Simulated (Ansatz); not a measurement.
# Si₂Ge₄H₁₄: small, medium and large basis sets

How large a basis does Si₂Ge₄H₁₄ need? Two functionals are run in growing sets.

Program: Ansatz 0.2.0, Gaussian basis. Level of theory: one geometry, several basis sets. These are calculated values, not measurements.

Plan: PBE0-D4/def2-SVP; ωB97M-V/def2-SVP; PBE0-D4/def2-QZVPP; ωB97M-V/def2-QZVPP; the functionals' def2-TZVPP values are taken from earlier runs.

### 1 The geometry

All runs share one geometry, relaxed beforehand with PBE0-D4 in a triple-zeta def2 set.

SMILES `[GeH3][SiH2][GeH2][SiH2][GeH2][GeH3]`, 20 atoms, charge 0, spin multiplicity 1.

Atoms are counted from 1 here; the program's logs count them from 0.

Bond lengths: Ge1–Si2 2.380 Å, Ge1–H7 1.538 Å, Ge1–H8 1.539 Å, Ge1–H9 1.538 Å, Si2–Ge3 2.384 Å, Si2–H10 1.490 Å, Si2–H11 1.489 Å, Ge3–Si4 2.380 Å, Ge3–H12 1.541 Å, Ge3–H13 1.541 Å, Si4–Ge5 2.378 Å, Si4–H14 1.489 Å, Si4–H15 1.489 Å, Ge5–Ge6 2.425 Å, Ge5–H16 1.540 Å, Ge5–H17 1.541 Å, Ge6–H18 1.538 Å, Ge6–H19 1.538 Å and more. Angles: Si2–Ge1–H7 110.1°, Si2–Ge1–H8 110.3°, Si2–Ge1–H9 111.3°, H7–Ge1–H8 108.5°, H7–Ge1–H9 108.3°, H8–Ge1–H9 108.2°, Ge1–Si2–Ge3 112.5°, Ge1–Si2–H10 108.2°, Ge1–Si2–H11 109.5°, Ge3–Si2–H10 109.5°, Ge3–Si2–H11 109.2°, H10–Si2–H11 107.9°, Si2–Ge3–Si4 110.9°, Si2–Ge3–H12 109.6°, Si2–Ge3–H13 109.3°, Si4–Ge3–H12 109.8°, Si4–Ge3–H13 109.6°, H12–Ge3–H13 107.6° and more.

### 2 PBE0-D4 in def2-SVP

Contents of in.yaml:

```yaml
crystal:
  periodic: [false, false, false]
  atoms:
    - {symbol: Ge, position_ang: [-1.928956, 1.745231, -0.877350]}
    - {symbol: Si, position_ang: [-2.188778, -0.615485, -1.036681]}
    - {symbol: Ge, position_ang: [-0.109200, -1.743912, -1.327727]}
    - {symbol: Si, position_ang: [0.956747, -2.114277, 0.767628]}
    - {symbol: Ge, position_ang: [1.061669, -0.069858, 1.977567]}
    - {symbol: Ge, position_ang: [2.146784, 1.626303, 0.626978]}
    - {symbol: H, position_ang: [-1.152318, 2.275930, -2.093731]}
    - {symbol: H, position_ang: [-3.305802, 2.431574, -0.838590]}
    - {symbol: H, position_ang: [-1.161176, 2.138808, 0.395352]}
    - {symbol: H, position_ang: [-3.079830, -0.907212, -2.194297]}
    - {symbol: H, position_ang: [-2.855237, -1.125703, 0.193654]}
    - {symbol: H, position_ang: [-0.345862, -3.090650, -2.039314]}
    - {symbol: H, position_ang: [0.807325, -0.896140, -2.230529]}
    - {symbol: H, position_ang: [2.335562, -2.636074, 0.555819]}
    - {symbol: H, position_ang: [0.181652, -3.130379, 1.532292]}
    - {symbol: H, position_ang: [-0.368634, 0.385107, 2.323756]}
    - {symbol: H, position_ang: [1.832324, -0.245512, 3.299866]}
    - {symbol: H, position_ang: [3.648295, 1.312262, 0.513780]}
    - {symbol: H, position_ang: [1.549163, 1.635086, -0.790038]}
    - {symbol: H, position_ang: [1.976301, 3.024890, 1.241567]}
basis:
  gaussian: {orbitals: def2-SVP}
hamiltonian: {xc: pbe0, dispersion: d4}
output: {orbitals: {seedname: orbitals}}
```

The runs that follow: ωB97M-V in def2-SVP; PBE0-D4 in def2-QZVPP; ωB97M-V in def2-QZVPP.

Before running them: what should the planned runs give, taken together? Wanted: PBE0-D4: double and triple zeta above quadruple; ωB97M-V: double and triple zeta above quadruple.

As calculated:

| quantity | value |
| --- | --- |
| PBE0-D4: double and triple zeta above quadruple | 39.44, 5.40 eV |
| ωB97M-V: double and triple zeta above quadruple | 39.34, 5.26 eV |

What this shows: For PBE0-D4 the step from double to triple zeta gains 34.04 eV and the next only 5.40 eV. Total energies overstate the basis error of differences, where much of it tends to cancel.
